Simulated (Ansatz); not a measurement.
Wanted: the native input for an Ansatz 0.2.0 run.

```
Task                : relaxation of cell and atoms
Functional          : r2SCAN
Dispersion          : D4
Potentials or basis : Ansatz PAW
Cutoff              : 500 eV (not typed: the program's choice for these potentials)
k mesh              : 8 × 8 × 2
Occupations         : fermi-dirac, width 0.05 eV
Spin                : collinear spin, ferromagnetic start
Starting moments    : [1.0, 1.0, 0.0, 0.6, 0.0] μB
```

Crystal: NiMoIrPdW.

```
Ni Mo Pd Ir W
1.0
     2.76078    0.00000    0.00000
    -1.38039    2.39090    0.00000
     0.00000    0.00000   11.34051
Ni Mo Pd Ir W
1 1 1 1 1
Direct
  0.00000 0.00000 0.70917
  0.66667 0.33333 0.29425
  0.66667 0.33333 0.89901
  0.00000 0.00000 0.10604
  0.66667 0.33333 0.52921
```

The cell was built by a generator and needn't be a form met in nature.

The input as run:

input.yaml

```yaml
crystal:
  lattice:
    - [2.76078, 0.0, 0.0]
    - [-1.38039, 2.3909, 0.0]
    - [0.0, 0.0, 11.34051]
  atoms:
    - { symbol: Ni, position: [0.0, 0.0, 0.70917], spin: 1.0 }
    - { symbol: Mo, position: [0.66667, 0.33333, 0.29425], spin: 1.0 }
    - { symbol: Pd, position: [0.66667, 0.33333, 0.89901] }
    - { symbol: Ir, position: [0.0, 0.0, 0.10604], spin: 0.6 }
    - { symbol: W, position: [0.66667, 0.33333, 0.52921] }
hamiltonian:
  xc: r2scan
  pseudopotentials: { kind: paw }
  dispersion: d4
magnetization:
  spin_polarized: true
kpoints:
  mp_grid: { grid: [8, 8, 2] }
scf:
  occupations: { method: fermi_dirac, width: 0.05 }
output:
  forces: true
  stress: true
  eigenvalues: true
relax:
  f_tol: 0.01
  max_steps: 40
  cell: { stress_tol: 0.05 }
```

Potentials or basis: Ansatz PAW.

Command:

```console
$ ansatz run input.yaml --threads 8 --pin off --max-ram 20480MiB --backend cpu --events-out ev --progress --plain --runs-dir out
```

It gave:

```yaml
Relaxed_volume: 14.53 Å³/atom
Relaxed_cell: a = 2.739 Å, b = 2.739 Å, c = 11.180 Å, α = 90.00°, β = 90.00°, γ = 120.00°
Space_group_after_relaxing_to_0.05_Å: P3m1 (No. 156)
Energy_gained_by_relaxing: 10.4 meV/atom
Ionic_steps: 7
Pressure_after_relaxing: 0.0 GPa
Band_gap_on_the_k_mesh: none (metal or under the smearing width)
Net_moment: 0.00 μB per cell
Absolute_moment: 0.00 μB per cell
```

Caveat: the magnetic or orbital state may not be the lowest; the plane-wave basis is chosen anew once the cell has moved, so the energies of steps on either side of that aren't comparable; pairwise dispersion overbinds metals, which lowers pressure and volume; the PAW data sets come from PBE, with cores solved anew for the run's functional, which leaves a small shift of forces and pressure; the starting moments weren't kept.

Run time: 73 s on 8 threads of Intel(R) Xeon(R) Platinum 8488C (Sapphire Rapids) (shared host), peak memory 0.94 GiB.
